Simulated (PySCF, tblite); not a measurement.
**C7H12F2O: geometry, infrared bands and NMR shifts**

Wanted: the infrared bands and NMR shifts of C7H12F2O (`CCO[C@@]1(F)CC[C@@H](F)C1`), by calculation.

Programs: tblite 0.8.0 and PySCF 2.14.0, with density-fitted response routines of our own. Each step states its level of theory. These are calculated values for one molecule in the gas phase, unless marked as measured. Atoms count from 0, in the outputs and in this text.

## Step 1: The molecule as given

22 atoms, charge 0, multiplicity 1; geometry from: force field or distance geometry start.

Bonds of the start (Å): C0–C1 1.50, C1–O2 1.43, O2–C3 1.40, C3–F4 1.36, C3–C5 1.51, C5–C6 1.52, C6–C7 1.53, C7–F8 1.35, C7–C9 1.54, C9–C3 1.54, C0–H10 1.10, C0–H11 1.09, C0–H12 1.10, C1–H13 1.10, C1–H14 1.09, C5–H15 1.10, C5–H16 1.09, C6–H17 1.10, C6–H18 1.09, C7–H19 1.10, C9–H20 1.09, C9–H21 1.09.

## Step 2: Optimising the geometry with GFN2-xTB

What the job is given:

```
{"job": {"kind": "relax", "xc": "GFN2-xTB", "basis": "xTB"}, "charge": 0, "multiplicity": 1}
C     -3.389000     0.488500    -0.481500
C     -2.135700    -0.320400    -0.321200
O     -1.020300     0.463800    -0.741700
C      0.216900    -0.179000    -0.612300
F      0.126500    -1.420700    -1.166500
C      1.317000     0.584000    -1.308400
C      2.572900    -0.040700    -0.717300
C      2.219400    -0.202100     0.759900
F      2.574000     0.932600     1.409900
C      0.691800    -0.339600     0.839000
H     -4.277600    -0.080600    -0.163200
H     -3.533200     0.783500    -1.525100
H     -3.348000     1.415300     0.116800
H     -2.006700    -0.601400     0.738600
H     -2.202100    -1.226600    -0.914500
H      1.263900     1.656500    -1.064100
H      1.285400     0.468200    -2.389500
H      2.750400    -1.028700    -1.171700
H      3.453000     0.588900    -0.857600
H      2.747200    -1.035800     1.236900
H      0.413100    -1.316600     1.228200
H      0.270600     0.430300     1.493500
```

Run with:

```sh
$ OMP_NUM_THREADS=1 python probes_run.py task.json out
```

This one command runs all jobs of the session in turn.

The program printed:

```text
step      E/eV     max force
  0    -943.26976    1.576
  1    -943.34432    0.388
  2    -943.35490    0.229
  3    -943.36083    0.203
  4    -943.36526    0.233
  5    -943.36800    0.146
  6    -943.36968    0.094
  7    -943.37087    0.098
  8    -943.37192    0.095
  9    -943.37260    0.054
 10    -943.37306    0.046
 11    -943.37354    0.061
 12    -943.37414    0.077
 13    -943.37484    0.071
 14    -943.37556    0.065
 15    -943.37629    0.068
 16    -943.37709    0.112
 17    -943.37797    0.114
 18    -943.37877    0.068
 19    -943.37949    0.074
 20    -943.38024    0.079
 21    -943.38110    0.122
 22    -943.38203    0.124
 23    -943.38289    0.077
 24    -943.38361    0.075
 25    -943.38425    0.068
 26    -943.38487    0.071
 27    -943.38543    0.058
 28    -943.38587    0.045
 29    -943.38615    0.035
 30    -943.38632    0.034
 31    -943.38649    0.032
 32    -943.38669    0.040
 33    -943.38698    0.054
 34    -943.38734    0.049
 35    -943.38769    0.043
 36    -943.38803    0.044
 37    -943.38839    0.042
 38    -943.38883    0.049
 39    -943.38928    0.047
 40    -943.38964    0.048
 41    -943.38993    0.043
 42    -943.39021    0.035
 43    -943.39048    0.037
 44    -943.39071    0.030
 45    -943.39089    0.029
 46    -943.39103    0.027
 47    -943.39117    0.025
 48    -943.39128    0.021
 49    -943.39137    0.019
 50    -943.39145    0.018
 51    -943.39154    0.020
 52    -943.39162    0.021
 53    -943.39169    0.023
 54    -943.39176    0.021
 55    -943.39183    0.021
 56    -943.39192    0.020
 57    -943.39199    0.017
 58    -943.39204    0.019
 59    -943.39210    0.021
 60    -943.39217    0.021
 61    -943.39226    0.023
 62    -943.39238    0.027
 63    -943.39251    0.028
 64    -943.39266    0.026
 65    -943.39284    0.034
 66    -943.39303    0.031
 67    -943.39320    0.025
 68    -943.39333    0.023
 69    -943.39344    0.023
 70    -943.39353    0.023
 71    -943.39360    0.015
 72    -943.39365    0.014
 73    -943.39369    0.017
 74    -943.39373    0.013
 75    -943.39376    0.012
 76    -943.39379    0.009
```

Run time: 0.82 s. Hardware: 1 thread of Intel Xeon at 2.70GHz, shared host; peak memory 0.18 GiB.

The steps of the relaxation: (not every step is listed)

```csv
step,energy from step 0 (eV),largest force (eV/Å)
0,0.0000,1.5759
1,-0.0746,0.3882
2,-0.0851,0.2285
3,-0.0911,0.2030
4,-0.0955,0.2329
5,-0.0982,0.1463
6,-0.0999,0.0943
7,-0.1011,0.0982
8,-0.1022,0.0946
14,-0.1058,0.0649
20,-0.1105,0.0788
26,-0.1151,0.0709
32,-0.1169,0.0398
38,-0.1191,0.0492
44,-0.1209,0.0297
50,-0.1217,0.0175
56,-0.1222,0.0204
62,-0.1226,0.0266
68,-0.1236,0.0230
71,-0.1238,0.0151
72,-0.1239,0.0145
73,-0.1239,0.0166
74,-0.1240,0.0133
75,-0.1240,0.0120
76,-0.1240,0.0087
```

Distances of close pairs at the start and the end, largest changes first:

```csv
bond,before (Å),after (Å),change (Å)
C3–F4,1.363,1.406,+0.043
O2–C3,1.400,1.370,-0.031
C7–F8,1.355,1.384,+0.029
C3–C5,1.509,1.530,+0.022
C0–C1,1.500,1.518,+0.018
C0–H12,1.104,1.086,-0.018
C0–H10,1.102,1.086,-0.016
C5–H15,1.101,1.089,-0.012
```

The end geometry stands in the next job.

## Step 3: Vibrational analysis with GFN2-xTB

What the job is given:

```
{"job": {"kind": "ir", "xc": "GFN2-xTB", "basis": "xTB"}, "charge": 0, "multiplicity": 1}
C     -3.363557     0.580476    -0.491098
C     -2.143681    -0.286928    -0.235484
O     -1.007117     0.388149    -0.771950
C      0.197667    -0.251955    -0.652013
F      0.105299    -1.501899    -1.288856
C      1.303318     0.552114    -1.340068
C      2.584046     0.034823    -0.693675
C      2.201312    -0.167648     0.772288
F      2.404629     1.010854     1.467970
C      0.708230    -0.511168     0.781848
H     -4.248918     0.097457    -0.087474
H     -3.492970     0.732694    -1.558500
H     -3.234940     1.549605    -0.017317
H     -2.008901    -0.450507     0.841706
H     -2.252268    -1.261785    -0.725485
H      1.139535     1.603876    -1.109990
H      1.272530     0.409761    -2.417593
H      2.865847    -0.924776    -1.126574
H      3.415561     0.730505    -0.788193
H      2.819099    -0.913644     1.282034
H      0.533698    -1.547424     1.066567
H      0.191170     0.146805     1.480025
```

The program printed:

```text
mode    cm-1     km/mol
  1      28.4      1.32
  2      58.7      3.49
  3     102.9      3.74
  4     124.3      4.82
  5     167.6      4.16
  6     206.1      1.35
  7     303.2      1.48
  8     319.0      4.36
  9     341.8      6.10
 10     389.7      4.50
 11     423.9      6.72
 12     428.8      7.78
 13     501.3     14.62
 14     652.4      0.50
 15     690.1      0.56
 16     764.0     48.16
 17     834.8      3.49
 18     836.5      5.54
 19     849.6     36.08
 20     883.5      5.18
 21     930.2     10.40
 22     965.7     11.24
 23    1004.8     40.92
 24    1015.1     60.97
 25    1048.7     13.40
 26    1084.2     31.76
 27    1101.7     12.19
 28    1114.4      3.95
 29    1135.5     70.86
 30    1147.2     19.81
 31    1158.8     54.55
 32    1163.8     78.40
 33    1190.6     83.93
 34    1198.9     39.79
 35    1247.8     19.38
 36    1256.0      2.54
 37    1273.6      2.87
 38    1297.6      5.44
 39    1306.7     12.14
 40    1325.2     71.72
 41    1343.3      0.33
 42    1400.1      5.86
 43    1437.5      7.28
 44    1450.3      2.27
 45    1462.5      4.06
 46    1472.1      3.18
 47    1483.8      1.31
 48    1493.0      3.85
 49    2890.4     51.87
 50    2923.3     33.16
 51    2940.4     34.83
 52    3006.2      7.50
 53    3013.6      4.42
 54    3018.0      7.33
 55    3022.2     25.18
 56    3027.8     21.12
 57    3036.2     15.14
 58    3048.9     22.86
 59    3053.0     24.73
 60    3059.4     19.47
```

It took 1.2 s on 1 thread of Intel Xeon at 2.70GHz, shared host; peak memory 0.18 GiB.

Which atoms move in the most intense modes:

```csv
cm⁻¹,km/mol,atoms
764,48.2,"F4 36 %, C9 14 %, C3 13 %"
1015,61.0,"H16 22 %, C7 16 %"
1136,70.9,"C3 19 %, O2 16 %, C5 11 %"
1159,54.5,"C3 31 %, C1 10 %"
1164,78.4,"H15 23 %, H16 19 %, C3 15 %, C7 11 %"
1191,83.9,"C3 31 %, H20 18 %, H21 14 %"
1325,71.7,"H19 22 %, H21 14 %, C9 11 %, C7 11 %"
2890,51.9,"H13 79 %, H14 12 %"
```

## Step 4: Shielding tensors: PBE0/pcSseg-1

Same as in step 3 but for these lines:

```diff
@@ -1,2 +1,2 @@
-{"job": {"kind": "ir", "xc": "GFN2-xTB", "basis": "xTB"}, "charge": 0, "multiplicity": 1}
+{"job": {"kind": "nmr", "xc": "PBE0", "basis": "pcSseg-1"}, "charge": 0, "multiplicity": 1}
 C     -3.363557     0.580476    -0.491098
```

Method: GIAO PBE0/pcSseg-1 NMR shielding, non-relativistic, gas phase.

The program printed:

```text
coarse grid: 18304 points
cycle   1  E = -548.0106909791  dE =  1.296e+00  |g| = 8.707e-01  |ddm| = 4.004e+00
cycle   2  E = -547.9089282896  dE =  1.018e-01  |g| = 1.207e+00  |ddm| = 1.432e+00
cycle   3  E = -548.1437812022  dE = -2.349e-01  |g| = 9.937e-02  |ddm| = 8.758e-01
cycle   4  E = -548.1455040920  dE = -1.723e-03  |g| = 4.310e-02  |ddm| = 1.010e-01
cycle   5  E = -548.1459125735  dE = -4.085e-04  |g| = 6.387e-03  |ddm| = 3.683e-02
cycle   6  E = -548.1459181024  dE = -5.529e-06  |g| = 3.458e-03  |ddm| = 6.909e-03
cycle   7  E = -548.1459201389  dE = -2.037e-06  |g| = 4.860e-04  |ddm| = 2.687e-03
final grid: 177336 points
cycle   8  E = -548.2316652349  dE = -6.827e-05  |g| = 1.307e-02  |ddm| = 3.792e-02
cycle   9  E = -548.2316342288  dE =  3.101e-05  |g| = 1.873e-02  |ddm| = 2.148e-02
cycle  10  E = -548.2316996864  dE = -6.546e-05  |g| = 1.387e-03  |ddm| = 1.260e-02
cycle  11  E = -548.2317000665  dE = -3.801e-07  |g| = 3.385e-04  |ddm| = 1.465e-03
cycle  12  E = -548.2317000869  dE = -2.041e-08  |g| = 1.169e-04  |ddm| = 3.280e-04
cycle  13  E = -548.2317000886  dE = -1.748e-09  |g| = 4.038e-05  |ddm| = 8.999e-05
cycle  14  E = -548.2317000889  dE = -2.551e-10  |g| = 5.586e-06  |ddm| = 3.338e-05
converged SCF energy = -548.2317000889

GIAO shielding tensors (ppm)
atom      isotropic    diamagn.    paramagn.     s11        s22        s33       span
  0 C      169.477     246.267     -76.790    154.559    167.678    186.195     31.636
  1 C      123.428     246.102    -122.674     92.587    110.210    167.488     74.901
  2 O      218.115     400.400    -182.285    146.889    232.001    275.453    128.564
  3 C       57.085     243.289    -186.205     50.207     58.184     62.863     12.656
  4 F      301.723     478.924    -177.201    217.114    294.248    393.807    176.693
  5 C      146.309     247.521    -101.212    122.905    140.838    175.184     52.279
  6 C      151.795     251.311     -99.516    132.338    151.128    171.918     39.580
  7 C       89.622     243.364    -153.742     57.775     80.210    130.882     73.107
  8 F      365.627     474.402    -108.775    291.823    373.956    431.103    139.280
  9 C      139.331     251.517    -112.186    123.078    134.548    160.367     37.289
 10 H       30.631      26.661       3.970     26.468     27.609     37.817     11.349
 11 H       30.213      28.503       1.709     26.002     28.583     36.052     10.050
 12 H       30.266      29.604       0.662     26.091     28.902     35.807      9.715
 13 H       28.073      32.513      -4.440     22.748     29.589     31.883      9.134
 14 H       27.522      31.240      -3.718     21.955     28.668     31.944      9.989
 15 H       29.426      31.324      -1.899     25.465     29.048     33.764      8.299
 16 H       29.566      30.474      -0.908     25.476     28.231     34.990      9.515
 17 H       29.755      30.119      -0.364     25.534     28.001     35.729     10.195
 18 H       29.616      28.590       1.026     25.684     26.936     36.229     10.545
 19 H       26.331      28.991      -2.660     22.785     26.072     30.136      7.351
 20 H       29.149      32.121      -2.972     25.189     29.044     33.213      8.024
 21 H       29.340      32.492      -3.152     24.725     30.233     33.063      8.338
```

It took 86 s on 1 thread of Intel Xeon at 2.70GHz, shared host; peak memory 1.1 GiB.

Shifts follow as δ = σ(reference) − σ, with reference shieldings (ppm) from runs at the same level and on the same kind of geometry: 1H TMS 31.72, 13C TMS 186.9, 19F CFCl3 170.9, 17O H2O 336.1. The references are single molecules in the gas phase, so shifts against H2O, NH3, PH3, H3PO4 or CFCl3 are not on the usual liquid scales and can be off by tens of ppm. Atoms listed in one row are averaged.

```csv
atoms,environment,σ (ppm),δ (ppm),δ scaled to CDCl3
C3,fully substituted sp3 carbon bonded to F and O,57.1,129.8,124.8
C7,sp3 CH bonded to F,89.6,97.3,93.1
C1,sp3 CH2 bonded to O,123.4,63.5,60.1
C9,sp3 CH2 in a ring,139.3,47.6,44.5
C5,sp3 CH2 in a ring,146.3,40.6,37.7
C6,sp3 CH2 in a ring,151.8,35.1,32.4
C0,methyl carbon,169.5,17.4,15.1
H19,hydrogen on an sp3 CH bonded to F,26.33,5.39,5.18
H14,hydrogen on an sp3 CH2 bonded to O,27.52,4.20,4.06
H13,hydrogen on an sp3 CH2 bonded to O,28.07,3.64,3.54
H20,hydrogen on an sp3 CH2 in a ring,29.15,2.57,2.53
H21,hydrogen on an sp3 CH2 in a ring,29.34,2.38,2.35
H15,hydrogen on an sp3 CH2 in a ring,29.43,2.29,2.27
H16,hydrogen on an sp3 CH2 in a ring,29.57,2.15,2.13
H18,hydrogen on an sp3 CH2 in a ring,29.62,2.10,2.09
H17,hydrogen on an sp3 CH2 in a ring,29.75,1.96,1.96
"H10, H11, H12",hydrogen on a methyl carbon,30.37,1.35,1.38
O2,ether oxygen,218.1,118.0,–
F4,fluorine on an sp3 carbon,301.7,-130.8,–
F8,fluorine on an sp3 carbon,365.6,-194.7,–
```

The scaled column applies a straight-line fit of computed shieldings to shifts measured in CDCl3, and one for carbons that bear F (root-mean-square error 0.16 ppm for H, 1.9 ppm for C).

Charges from the same density, by scheme (e):

```csv
atoms,Mulliken,IAO,Hirshfeld,ESP fit
C0,-0.27,-0.42,-0.12,-0.41
C1,0.00,-0.05,0.01,0.53
O2,-0.51,-0.38,-0.13,-0.59
C3,0.28,0.48,0.17,0.65
F4,-0.35,-0.35,-0.12,-0.31
C5,-0.13,-0.28,-0.09,-0.13
C6,-0.20,-0.29,-0.08,-0.19
C7,0.14,0.18,0.07,0.27
F8,-0.34,-0.34,-0.12,-0.28
C9,-0.14,-0.33,-0.10,-0.33
```

Mayer bond orders: C0–C1 1.08, C1–O2 0.87, O2–C3 1.00, C3–F4 0.83, C3–C5 1.00, C5–C6 1.00, C6–C7 1.02, C7–F8 0.86, C7–C9 1.01, C9–C3 0.99.

Ring of atoms C3, C5, C6, C7, C9: NICS(0) -3.0, NICS(1) -2.9, NICS(1)zz -1.2 ppm (means of both faces).

## Step 5: Outcome

```
                                                              quantity                                                           value
                             strongest single infrared mode (GFN2-xTB)                                            1191 cm⁻¹, 84 km/mol
                                          zero-point energy (GFN2-xTB)                                                  113.6 kcal/mol
                                13C shifts against TMS (PBE0/pcSseg-1)                   129.8, 97.3, 63.5, 47.6, 40.6, 35.1, 17.4 ppm
1H shifts against TMS (PBE0/pcSseg-1, means over atoms taken as alike)  5.39, 4.20, 3.64, 2.57, 2.38, 2.29, 2.15, 2.10, 1.96, 1.35 ppm
                                17O shifts against H2O (PBE0/pcSseg-1)                                                       118.0 ppm
                              19F shifts against CFCl3 (PBE0/pcSseg-1)                                              -130.8, -194.7 ppm
```

In words: Over 76 steps the energy fell by 0.124 eV; of the close pairs, C3–F4 changed most, 1.363 to 1.406 Å. All 60 modes are real, so the xTB geometry is a minimum. The strongest single mode, at 1191 cm⁻¹, has its largest shares on C3, H20 and H21 (the list is cut at 3 atoms). GFN2-xTB is a fitted tight-binding method: band positions and strengths are rough. Its intensities can rank the bands wrongly. The most deshielded hydrogen is H19 (hydrogen on an sp3 CH bonded to F), at 5.39 ppm: its carbon carries F, hence the downfield position. At PBE0/pcSseg-1: The widest tensor belongs to F4: span 177 ppm, with a paramagnetic part of -177 ppm.
